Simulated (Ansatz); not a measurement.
**BGeH₂IS: a ladder of functionals and wavefunction methods**

One table from this session's results is given with a row withheld; the runs are named, their logs left out.

The runs use Ansatz 0.2.0, Gaussian basis; functionals in def2-TZVPP, the program's frozen cores in correlated methods.

The runs, in order: LDA (SPW92), PBE-D4, revPBE-D4, BLYP-D4, r2SCAN-D4, B97M-V, PBE0-D4, B3LYP-D4, r2SCANh-D4, r2SCAN0-D4, HSE06-D4, BHLYP-D4, CAM-B3LYP-D4, LC-ωPBE, ωB97X-V, ωB97M-V, B2PLYP, PBE-QIDH; CCSD(T)/def2-SVP; CCSD(T)/def2-TZVPP; MP2/def2-QZVPP; extrapolation to the limit; RPA on PBE.

## Structure used throughout

The geometry comes from an earlier relaxation with PBE0-D4 in a triple-zeta def2 set; it is a stationary point. I takes the def2 core potential; no spin-orbit term is included.

SMILES `I[B]1[S][GeH2]1`, 6 atoms, charge 0, spin multiplicity 1.

Atoms are counted from 1 here; the program's logs count them from 0.

Bond lengths: I1–B2 2.090 Å, B2–S3 1.746 Å, B2–Ge4 1.997 Å, S3–Ge4 2.317 Å, Ge4–H5 1.532 Å, Ge4–H6 1.532 Å. Angles: I1–B2–S3 136.6°, I1–B2–Ge4 147.2°, S3–B2–Ge4 76.2°, B2–S3–Ge4 56.8°, B2–Ge4–S3 47.0°, B2–Ge4–H5 123.7°, B2–Ge4–H6 123.6°, S3–Ge4–H5 110.0°, S3–Ge4–H6 110.0°, H5–Ge4–H6 112.4°.

Geometry (Å):

| atom | x (Å) | y (Å) | z (Å) |
| --- | --- | --- | --- |
| I1 | -1.58123 | -2.64810 | 0.09554 |
| B2 | -0.24898 | -1.03733 | 0.10931 |
| S3 | 1.45046 | -0.79938 | 0.43033 |
| Ge4 | 0.01738 | 0.92280 | -0.16147 |
| H5 | 0.46325 | 1.54397 | -1.48896 |
| H6 | -0.05876 | 1.95394 | 0.96896 |

The first run:

The input, in.yaml:

```yaml
crystal:
  periodic: [false, false, false]
  atoms:
    - {symbol: I, position_ang: [-1.581233, -2.648103, 0.095543]}
    - {symbol: B, position_ang: [-0.248983, -1.037331, 0.109306]}
    - {symbol: S, position_ang: [1.450455, -0.799384, 0.430328]}
    - {symbol: Ge, position_ang: [0.017375, 0.922805, -0.161472]}
    - {symbol: H, position_ang: [0.463249, 1.543969, -1.488960]}
    - {symbol: H, position_ang: [-0.058763, 1.953944, 0.968955]}
basis:
  gaussian: {orbitals: def2-TZVPP}
hamiltonian: {xc: lda}
output: {orbitals: {seedname: orbitals}}
```

On the command line:

```
ansatz run in.yaml --threads 4 --pin off --events-out ev --progress --plain --max-ram 10444MiB
```

Steps of the session up to this table: LDA; PBE-D4 (GGA); revPBE-D4 (GGA); BLYP-D4 (GGA); r2SCAN-D4 (meta-GGA); B97M-V (meta-GGA); B3LYP-D4 (hybrid); r2SCANh-D4 (hybrid); r2SCAN0-D4 (hybrid); HSE06-D4 (hybrid); BHLYP-D4 (hybrid); CAM-B3LYP-D4 (range-separated); LC-ωPBE (range-separated); ωB97X-V (range-separated); ωB97M-V (range-separated); B2PLYP (double hybrid); PBE-QIDH (double hybrid).

One table of the session follows, with a row left open; its other results are not shown here.

It belongs to the step «Orbital energies across the functionals». 

```
  functional  HOMO (eV)  LUMO (eV)  gap (eV)
 LDA (SPW92)      -6.19      -2.88      3.31
      PBE-D4      -6.03      -2.68      3.35
   revPBE-D4      -5.97      -2.60      3.37
     BLYP-D4      -5.87      -2.48      3.39
   r2SCAN-D4      -6.27      -2.52      3.74
      B97M-V      -6.26      -2.42      3.84
     PBE0-D4      -7.04      -1.86      5.18
    B3LYP-D4      -6.84      -1.99      4.85
  r2SCANh-D4      -6.64      -2.23      4.41
  r2SCAN0-D4      -7.20      -1.79      5.41
    HSE06-D4          ?          ?         ?
    BHLYP-D4      -7.91      -0.84      7.07
CAM-B3LYP-D4      -8.23      -0.73      7.50
     LC-ωPBE      -9.47       0.27      9.74
     ωB97X-V      -9.16       0.23      9.39
     ωB97M-V      -9.02       0.12      9.13
```

**Question.** Estimate the row for HSE06-D4.

The run gave: HOMO (eV): -6.66; LUMO (eV): -2.24; gap (eV): 4.42. In the column «HOMO (eV)» it lies between B3LYP-D4 (-6.84) and r2SCANh-D4 (-6.64).
